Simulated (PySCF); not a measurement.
**Ga²⁺: interval between two levels with spin-orbit coupling**

Aim: the interval between two levels of gallium from differences of total energies, at each level of theory, and how far each lands from the tabulated value where there is one.

Method: two-component X2C-1e, generalised determinants. Code: PySCF 2.14.0.

**1. The atom as given**

| Property | Result |
| --- | --- |
| Element | gallium (Z = 31) |
| Basis | x2c-TZVPall-2c (6s7p4d1f, 54 functions) |
| Hamiltonian | two-component X2C-1e, Gaussian nucleus, no Breit or QED terms; spin-orbit coupling, run by run: off; screened by Boettger's factors |
| Core shells frozen in the correlated runs | [Ne] (for Ga²⁺) |
| State 1 | Ga²⁺ 3d10 4s1 2S1/2: [Ar] 3d10 4s1; 4s1/2 filled at m_j = +1/2 |
| State 2 | Ga²⁺ 3d9 4s2 2D5/2: [Ar] 3d9 4s2; 3d3/2 filled at m_j = -3/2, -1/2, +1/2, +3/2; 3d5/2 filled at m_j = -3/2, -1/2, +1/2, +3/2, +5/2 |
| Methods | GHF, GMP2 |

The outer shells:

Ga2+ [Ar] 3d10 4s1
```
[Ar] core
3d [↑↓][↑↓][↑↓][↑↓][↑↓]
4s [↑ ]
```

Ga2+ [Ar] 3d9 4s2
```
[Ar] core
3d [↑↓][↑↓][↑↓][↑↓][↑ ]
4s [↑↓]
```

All steps ran in one process of a driver on top of PySCF, which takes the settings above as its task.

It was started by

```console
$ OMP_NUM_THREADS=1 python sorun2.py TASK.json OUT
```

The integrals over 54 functions and the set-up took 0.34 s of CPU time.

**2. Ga²⁺ 3d10 4s1 2S1/2: the ladder of methods**

GHF (spin-free):

The log of the run:

```text
cycle= 1 E= -1941.2425307802  delta_E= -1.94e+03  |FDS-SDF|= 0.00572
cycle= 2 E= -1941.2441950050  delta_E= -0.00166  |FDS-SDF|= 0.00265
cycle= 3 E= -1941.2443699518  delta_E= -0.000175  |FDS-SDF|= 0.00135
cycle= 4 E= -1941.2443987592  delta_E= -2.88e-05  |FDS-SDF|= 0.000165
cycle= 5 E= -1941.2443991930  delta_E= -4.34e-07  |FDS-SDF|= 3e-05
cycle= 6 E= -1941.2443992357  delta_E= -4.27e-08  |FDS-SDF|= 4.45e-06
cycle= 7 E= -1941.2443992370  delta_E= -1.34e-09  |FDS-SDF|= 2.43e-07
```

Time after the integrals: 0.27 s (1 thread of AMD EPYC 9R45, shared host).

Occupied spinors (without spin-orbit coupling the j labels only name the start):

| spinor shell | electrons | mean energy (eV) | weight of the nominal j | rms radius (bohr) |
| --- | --- | --- | --- | --- |
| 1s1/2 | 2 | -10461.7 | 1.000 | 0.0560 |
| 2s1/2 | 2 | -1361.2 | 1.000 | 0.235 |
| 2p3/2 | 4 | -1183.0 | 0.833 | 0.211 |
| 2p1/2 | 2 | -1183.0 | 0.667 | 0.211 |
| 3s1/2 | 2 | -199.01 | 1.000 | 0.699 |
| 3p1/2 | 2 | -143.15 | 0.667 | 0.737 |
| 3p3/2 | 4 | -143.15 | 0.833 | 0.737 |
| 3d5/2 | 6 | -51.765 | 0.800 | 0.885 |
| 3d3/2 | 4 | -51.765 | 0.700 | 0.885 |
| 4s1/2 | 1 | -29.740 | 1.000 | 2.29 |

M_J = 1/2, ⟨J²⟩ = 0.751, ⟨L²⟩ = 0.000, ⟨S²⟩ = 0.751.

GMP2 (spin-free):

No log was kept for this step.

Time after the integrals: 0.11 s (1 thread of AMD EPYC 9R45, shared host).

With 19 electrons correlated, the MP2 correlation energy is -0.29648 hartree. Largest pairs: 3d3/2-3d5/2 -0.0615, 3d5/2-3d5/2 -0.0426, 3d5/2-3p3/2 -0.0369, 3d3/2-3p3/2 -0.0245, 3d5/2-3p1/2 -0.0184.

GHF (screened spin-orbit):

The log of the run:

```text
cycle= 1 E= -1941.3053748393  delta_E= -1.94e+03  |FDS-SDF|= 0.00784
cycle= 2 E= -1941.3072399387  delta_E= -0.00187  |FDS-SDF|= 0.0027
cycle= 3 E= -1941.3074216807  delta_E= -0.000182  |FDS-SDF|= 0.00139
cycle= 4 E= -1941.3074464666  delta_E= -2.48e-05  |FDS-SDF|= 0.000345
cycle= 5 E= -1941.3074483365  delta_E= -1.87e-06  |FDS-SDF|= 3.49e-05
cycle= 6 E= -1941.3074483771  delta_E= -4.06e-08  |FDS-SDF|= 5.08e-06
cycle= 7 E= -1941.3074483786  delta_E= -1.52e-09  |FDS-SDF|= 3.66e-07
```

Time after the integrals: 0.27 s (1 thread of AMD EPYC 9R45, shared host).

The outer occupied spinors:

| spinor shell | electrons | mean energy (eV) | weight of the nominal j | rms radius (bohr) |
| --- | --- | --- | --- | --- |
| 2p1/2 | 2 | -1202.0 | 1.000 | 0.209 |
| 2p3/2 | 4 | -1173.9 | 1.000 | 0.212 |
| 3s1/2 | 2 | -199.00 | 1.000 | 0.699 |
| 3p1/2 | 2 | -145.79 | 1.000 | 0.730 |
| 3p3/2 | 4 | -141.88 | 1.000 | 0.740 |
| 3d3/2 | 4 | -52.076 | 0.991 | 0.883 |
| 3d5/2 | 6 | -51.556 | 0.994 | 0.887 |
| 4s1/2 | 1 | -29.740 | 1.000 | 2.29 |

M_J = 1/2, ⟨J²⟩ = 0.751, ⟨L²⟩ = 0.002, ⟨S²⟩ = 0.752.

GMP2 (screened spin-orbit):

The driver printed no log here.

It took 0.09 s on 1 thread of AMD EPYC 9R45, shared host, the integrals not counted.

With 19 electrons correlated, the MP2 correlation energy is -0.29650 hartree. Largest pairs: 3d3/2-3d5/2 -0.0623, 3d5/2-3d5/2 -0.0424, 3d5/2-3p3/2 -0.0368, 3d3/2-3p3/2 -0.0249, 3d5/2-3p1/2 -0.0186.

**3. Ga²⁺ 3d9 4s2 2D5/2**

GHF (spin-free):

The log of the run:

```text
cycle= 1 E= -1940.6592852232  delta_E= -1.94e+03  |FDS-SDF|= 0.0218
cycle= 2 E= -1940.6634461565  delta_E= -0.00416  |FDS-SDF|= 0.00919
cycle= 3 E= -1940.6640799356  delta_E= -0.000634  |FDS-SDF|= 0.00253
cycle= 4 E= -1940.6641464152  delta_E= -6.65e-05  |FDS-SDF|= 0.000228
cycle= 5 E= -1940.6641471889  delta_E= -7.74e-07  |FDS-SDF|= 3.66e-05
cycle= 6 E= -1940.6641472089  delta_E= -2.01e-08  |FDS-SDF|= 3.72e-06
cycle= 7 E= -1940.6641472092  delta_E= -2.42e-10  |FDS-SDF|= 3.81e-07
```

It took 0.27 s on 1 thread of AMD EPYC 9R45, shared host, the integrals not counted.

Occupied spinors (without spin-orbit coupling the j labels only name the start):

| spinor shell | electrons | mean energy (eV) | weight of the nominal j | rms radius (bohr) |
| --- | --- | --- | --- | --- |
| 1s1/2 | 2 | -10473.3 | 1.000 | 0.0560 |
| 2s1/2 | 2 | -1373.8 | 1.000 | 0.235 |
| 2p3/2 | 4 | -1195.1 | 0.833 | 0.211 |
| 2p1/2 | 2 | -1196.3 | 0.667 | 0.211 |
| 3s1/2 | 2 | -209.24 | 1.000 | 0.692 |
| 3p3/2 | 4 | -151.76 | 0.833 | 0.728 |
| 3p1/2 | 2 | -154.32 | 0.667 | 0.726 |
| 3d5/2 | 5 | -61.289 | 0.760 | 0.841 |
| 3d3/2 | 4 | -62.233 | 0.700 | 0.837 |
| 4s1/2 | 2 | -31.618 | 1.000 | 2.19 |

M_J = 5/2, ⟨J²⟩ = 8.753, ⟨L²⟩ = 6.003, ⟨S²⟩ = 0.750.

GMP2 (spin-free):

This step left no log, only its results.

Time after the integrals: 0.09 s (1 thread of AMD EPYC 9R45, shared host).

With 19 electrons correlated, the MP2 correlation energy is -0.25732 hartree. Largest pairs: 3d3/2-3d5/2 -0.0369, 4s1/2-4s1/2 -0.0277, 3d5/2-3p3/2 -0.0271, 3d5/2-3d5/2 -0.0220, 3d3/2-3p3/2 -0.0212.

GHF (screened spin-orbit):

The log of the run:

```text
cycle= 1 E= -1940.7289129542  delta_E= -1.94e+03  |FDS-SDF|= 0.0222
cycle= 2 E= -1940.7332864146  delta_E= -0.00437  |FDS-SDF|= 0.0091
cycle= 3 E= -1940.7339073550  delta_E= -0.000621  |FDS-SDF|= 0.00264
cycle= 4 E= -1940.7339775671  delta_E= -7.02e-05  |FDS-SDF|= 0.000233
cycle= 5 E= -1940.7339783805  delta_E= -8.13e-07  |FDS-SDF|= 3.72e-05
cycle= 6 E= -1940.7339784011  delta_E= -2.06e-08  |FDS-SDF|= 3.87e-06
cycle= 7 E= -1940.7339784013  delta_E= -2.64e-10  |FDS-SDF|= 3.99e-07
```

Time after the integrals: 0.27 s (1 thread of AMD EPYC 9R45, shared host).

The outer occupied spinors:

| spinor shell | electrons | mean energy (eV) | weight of the nominal j | rms radius (bohr) |
| --- | --- | --- | --- | --- |
| 2p1/2 | 2 | -1214.8 | 0.999 | 0.209 |
| 2p3/2 | 4 | -1186.1 | 1.000 | 0.212 |
| 3s1/2 | 2 | -209.22 | 1.000 | 0.692 |
| 3p1/2 | 2 | -156.58 | 0.956 | 0.720 |
| 3p3/2 | 4 | -150.66 | 0.978 | 0.731 |
| 3d3/2 | 4 | -62.519 | 0.839 | 0.835 |
| 3d5/2 | 5 | -61.077 | 0.871 | 0.842 |
| 4s1/2 | 2 | -31.617 | 1.000 | 2.19 |

M_J = 5/2, ⟨J²⟩ = 8.753, ⟨L²⟩ = 6.005, ⟨S²⟩ = 0.752. Rows whose weight is well below 1 mix j = l ± 1/2: exchange competes with spin-orbit coupling there.

GMP2 (screened spin-orbit):

No log was kept for this step.

Time after the integrals: 0.09 s (1 thread of AMD EPYC 9R45, shared host).

With 19 electrons correlated, the MP2 correlation energy is -0.25731 hartree. Largest pairs: 3d3/2-3d5/2 -0.0393, 4s1/2-4s1/2 -0.0277, 3d5/2-3p3/2 -0.0266, 3d3/2-3p3/2 -0.0217, 3d5/2-3d5/2 -0.0210.

**4. Differences of total energies**

Interval between two levels: Ga²⁺ [Ar] 3d10 4s1 [4s1/2^1, M_J = 1/2] → Ga²⁺ [Ar] 3d9 4s2 [3d3/2^4 3d5/2^5, M_J = 5/2].

| method | value (eV) | CPU time, both states (s) |
| --- | --- | --- |
| GHF (spin-free) | 15.789 | 0.54 |
| GMP2 (spin-free) | 16.855 | 0.74 |
| GHF (screened spin-orbit) | 15.605 | 0.54 |
| GMP2 (screened spin-orbit) | 16.671 | 0.72 |

Times are CPU seconds on a shared host without the integrals; correlated rows include their Hartree-Fock run.

**5. Summary of results**

| quantity | value |
| --- | --- |
| interval between two levels, Ga²⁺ → 3d9 4s2 2D5/2 | GHF (spin-free) 15.789, GMP2 (screened spin-orbit) 16.671 eV |

**Reading.** The methods span 1.250 eV, from GHF (screened spin-orbit) (15.605) to GMP2 (spin-free) (16.855). No reference value is at hand in this session. Spin-orbit coupling moves the difference by -0.184 eV at GMP2. All values hold for this basis alone; no basis-set limit was taken.
